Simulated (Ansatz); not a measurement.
Set up this calculation in Ansatz 0.2.0, as the native input.

```yaml
Task: relaxation of the atoms
Functional: PBE
Potentials_or_basis: Ansatz PAW
Cutoff: "420 eV (not typed: the program's choice for these potentials)"
k_mesh: 6 × 6 × 6
Occupations: fermi-dirac, width 0.05 eV
Spin: no spin polarisation
```

Zn3H:

```xyz
4
Lattice="0.0000 2.9966 2.9966 2.9966 0.0000 2.9966 2.9966 2.9966 0.0000" Properties=species:S:1:pos:R:3 pbc="T T T"
Zn    2.9966    2.9966    2.9966
Zn    1.4983    1.4983    1.4983
Zn    4.4949    4.4949    4.4949
H     0.0000    0.0000    0.0000
```

The cell was built by a generator and needn't be a form met in nature.

One way to write it, as run:

input.yaml

```yaml
crystal:
  lattice:
    - [0.0, 2.99658, 2.99658]
    - [2.99658, 0.0, 2.99658]
    - [2.99658, 2.99658, 0.0]
  atoms:
    - { symbol: Zn, position: [0.5, 0.5, 0.5] }
    - { symbol: Zn, position: [0.25, 0.25, 0.25] }
    - { symbol: Zn, position: [0.75, 0.75, 0.75] }
    - { symbol: H, position: [0.0, 0.0, 0.0] }
hamiltonian:
  xc: pbe
  pseudopotentials: { kind: paw }
kpoints:
  mp_grid: { grid: [6, 6, 6] }
scf:
  occupations: { method: fermi_dirac, width: 0.05 }
output:
  forces: true
  stress: true
  eigenvalues: true
  write_density: true
  write_potential: true
  elf: true
  volumetric_format: npy
relax:
  f_tol: 0.01
  max_steps: 40
```

Potentials or basis: Ansatz PAW.

Command:

```bash
$ ansatz run input.yaml --threads 2 --pin off --max-ram 5632MiB --backend cpu --events-out ev --progress --plain --runs-dir out
```

It gave:

- Pressure after relaxing: 0.0 GPa
- Band gap on the k mesh: none (metal or under the smearing width)

Caveat: the relaxation stopped at its first step, so nothing moved; the thresholds are loose for stress.

Wall time 1.2 s on 2 threads of Arm Neoverse V2 (shared host), peak memory 0.31 GiB.
